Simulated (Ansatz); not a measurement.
The system is SBr3.

```xyz
4
Lattice="-1.9415 1.9415 8.1206 1.9415 -1.9415 8.1206 1.9415 1.9415 -8.1206" Properties=species:S:1:pos:R:3 pbc="T T T"
Br    0.0000    0.0000    8.1206
Br    1.9415    0.0000    4.0603
Br    0.0000    1.9415    4.0603
S     0.0000    0.0000    0.0000
```

The cell comes from a database or a generator and needn't be the stable form of this composition.

| Property | Result |
| --- | --- |
| Program | Ansatz 0.2.0 |
| Task | relaxation of cell and atoms |
| Functional | r2SCAN |
| Dispersion | D3(BJ)-ATM |
| Potentials or basis | Ansatz PAW |
| Cutoff | 500 eV (not typed: the program's choice for these potentials) |
| k mesh | 10 × 10 × 10 |
| Occupations | fermi-dirac, width 0.05 eV |
| Spin | no spin polarisation |

At the start: volume 30.61 Å³/atom.

Task: Where does the relaxation end?

Result: It ends after 6 steps and the volume is 26.30 Å³/atom (-14.1 %); space group I4/mmm (No. 139, to 0.05 Å).

Step by step:
| step | energy change (eV) | largest force (eV/Å) | volume (Å³) |
| --- | --- | --- | --- |
| 1 | 0.0000 | 0.0000 | 122.44 |
| 2 | -0.0443 | 0.0000 | 115.09 |
| 3 | -0.0834 | 0.0000 | 109.44 |
| 4 | -0.0950 | 0.0000 | 103.91 |
| 5 | -0.0962 | 0.0000 | 105.21 |
| 6 | -0.0942 | 0.0000 | 105.21 |

Final structure:
```
CELL_PARAMETERS angstrom
-1.92658 1.92658 7.08667
1.92658 -1.92658 7.08667
1.92658 1.92658 -7.08667
ATOMIC_POSITIONS crystal
Br 0.50000 0.50000 0.00000
Br 0.25000 0.75000 0.50000
Br 0.75000 0.25000 0.50000
S 0.00000 0.00000 0.00000
```

Caveat: the plane-wave basis is chosen anew once the cell has moved, so the energies of steps on either side of that aren't comparable; an odd number of electrons without spin polarisation forces a metal; a magnetic or distorted state may lie lower; pairwise dispersion overbinds metals, which lowers pressure and volume; the PAW data sets come from PBE, with cores solved anew for the run's functional, which leaves a small shift of forces and pressure.
